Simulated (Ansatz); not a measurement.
**Mo: an axial (c/a) deformation path**

An exercise on one series of results from a longer session: the logs are not shown, and one member is left open.

Program: Ansatz 0.2.0. Level of theory: DFT r2SCAN, scalar-relativistic, plane waves, PAW. These are calculated values, not measurements.

**The system as given**

It takes space group P6/mmm (No. 191, hexagonal). Conventional cell: a = 2.736 Å, b = 2.736 Å, c = 2.555 Å, α = 90.00°, β = 90.00°, γ = 120.00°. Around Mo (site symmetry 6/mmm) lie 8 Mo at 2.56 to 2.74 Å.

Coordinates:

```xyz
1
Lattice="2.7355 0.0000 0.0000 -1.3678 2.3690 0.0000 0.0000 0.0000 2.5552" Properties=species:S:1:pos:R:3 pbc="T T T"
Mo    0.0000    0.0000    1.2776
```

It goes back to an entry of the Materials Project, which need not be the stable form.

No relaxation comes first: the listed cell is the starting point.

**The reference cell**

The reference gives a free energy of -4966.6619 eV, pressure 0.42 GPa, largest force 0.000 eV/Å and gap on the mesh none (metal). It was computed beforehand with the settings of the runs below.

The first run:

At fixed volume and fractional coordinates, lengths along (0.000, 0.000, 1.000) are scaled against those across it; ρ is that ratio over its starting value.

Contents of input.yaml:

```yaml
crystal:
  lattice:
    - [2.8877885796, 0.0, 0.0]
    - [-1.4438942898, 2.5008982707, 0.0]
    - [0.0, 0.0, 2.2928073694]
  atoms:
    - { symbol: Mo, position: [0.0, 0.0, 0.5] }
basis:
  ecutwfc: 500
kpoints:
  mp_grid: { grid: [24, 24, 20] }
hamiltonian:
  xc: r2scan
scf:
  occupations: { method: gaussian, width: 0.15 }
output:
  forces: true
  stress: true
  eigenvalues: true
```

Started as:

```sh
ansatz run input.yaml --threads 1 --pin off --max-ram 2560MiB --backend cpu --events-out ev --progress --plain --runs-dir out
```

Steps of the session up to this table: Point ρ = 0.850; At ρ = 1.200; Point ρ = 0.920; ρ = 1.100; At ρ = 0.960; At ρ = 1.050; ρ = 0.800; ρ = 1.300.

One of the session's tables, all rows but one given; the rest of the session is left out.

The scan, with free energies counted from the undisturbed cell:

| ρ | ΔE (meV/atom) | pressure (GPa) |
| --- | --- | --- |
| 0.800 | 459.9 | 16.5 |
| 0.850 | ? | ? |
| 0.920 | 32.2 | 0.8 |
| 0.960 | -0.8 | 0.0 |
| 1.000 | 0.0 | 0.4 |
| 1.050 | 45.0 | 2.2 |
| 1.100 | 133.4 | 4.7 |
| 1.200 | 361.5 | 10.8 |
| 1.300 | 650.9 | 20.5 |

Q: Estimate the row for ρ = 0.850 from the others.

Worked estimate for «ΔE (meV/atom)». A straight line through the neighbours (0.800, 459.9) and (0.920, 32.2) gives 459.9 + (32.2 − 459.9) × (0.850 − 0.800) / (0.920 − 0.800) = 281.7; a parabola fitted to 3 rows on both sides gives 221.8.

**Answer.** ΔE (meV/atom): 186.8; pressure (GPa): 7.0. In «ΔE (meV/atom)» the line misses by +94.9 and the parabola by +35.0.
